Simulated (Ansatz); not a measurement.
Write a Python script for Ansatz's Python interface that makes a single point from an input written key by key of CH6FOPSi, SMILES FCO[SiH2]P. Level of theory: PBE0, def2-SVP basis, multiplicity 1.

```yaml
atoms:
  - { symbol: F, position_ang: [-2.3538, 1.3610, 0.7114] }
  - { symbol: C, position_ang: [-1.6902, 0.7079, -0.2245] }
  - { symbol: O, position_ang: [-0.4984, 0.3665, 0.3813] }
  - { symbol: Si, position_ang: [0.6926, -0.4883, -0.5136] }
  - { symbol: P, position_ang: [2.4023, -0.8806, 0.7153] }
  - { symbol: H, position_ang: [-1.5374, 1.3817, -1.0903] }
  - { symbol: H, position_ang: [-2.2451, -0.1711, -0.4958] }
  - { symbol: H, position_ang: [1.0206, 0.3029, -1.7186] }
  - { symbol: H, position_ang: [0.0008, -1.7614, -0.8794] }
  - { symbol: H, position_ang: [1.7195, -1.3250, 1.9085] }
  - { symbol: H, position_ang: [2.5545, 0.4493, 1.2262] }
```

Script `run_deck.py`:
```python
# -*- coding: utf-8 -*-
import ansatz as az

deck = {
    'crystal': {
        'periodic': [False, False, False],
        'atoms': [
            {'symbol': 'F', 'position_ang': [-2.3538, 1.361, 0.7114]},
            {'symbol': 'C', 'position_ang': [-1.6902, 0.7079, -0.2245]},
            {'symbol': 'O', 'position_ang': [-0.4984, 0.3665, 0.3813]},
            {'symbol': 'Si', 'position_ang': [0.6926, -0.4883, -0.5136]},
            {'symbol': 'P', 'position_ang': [2.4023, -0.8806, 0.7153]},
            {'symbol': 'H', 'position_ang': [-1.5374, 1.3817, -1.0903]},
            {'symbol': 'H', 'position_ang': [-2.2451, -0.1711, -0.4958]},
            {'symbol': 'H', 'position_ang': [1.0206, 0.3029, -1.7186]},
            {'symbol': 'H', 'position_ang': [0.0008, -1.7614, -0.8794]},
            {'symbol': 'H', 'position_ang': [1.7195, -1.325, 1.9085]},
            {'symbol': 'H', 'position_ang': [2.5545, 0.4493, 1.2262]},
        ],
    },
    'basis': {'gaussian': {'orbitals': 'def2-SVP'}},
    'hamiltonian': {'xc': 'pbe0'},
}
session = az.Session.from_dict(deck)
data = session.plan(threads=1).execute().report

for key in ('converged', 'free_energy_ev', 'reference_energy_ev', 'n_frozen', 'n_occupied', 'n_virtual'):
    print(f'{key:22s} {data[key]}')
symbols = ['F', 'C', 'O', 'Si', 'P', 'H', 'H', 'H', 'H', 'H', 'H']
state = data['mean_field']['state']
print(f'mean field: {state["energy"]["hartree"]:.7f} Ha, <S^2> = {abs(state["spin_squared"]):.4f}, stability: {state.get("stability", {}).get("kind")}')
```

```console
$ python run_deck.py
converged              True
free_energy_ev         -23042.613476074013
reference_energy_ev    -23042.613476074013
n_frozen               0
n_occupied             [29, 29]
n_virtual              [79, 79]
mean field: -846.8004264 Ha, <S^2> = 0.0000, stability: minimum
```

Notes:
- Total energies depend on the basis set; only differences at equal settings carry meaning.
- The geometry is a force-field or estimated start, not a minimum of this method, and the basis set is short of its limit.
- Run time: 4 s on 1 thread of Arm Neoverse V1, with other jobs on the host, peak memory 0.26 GiB.
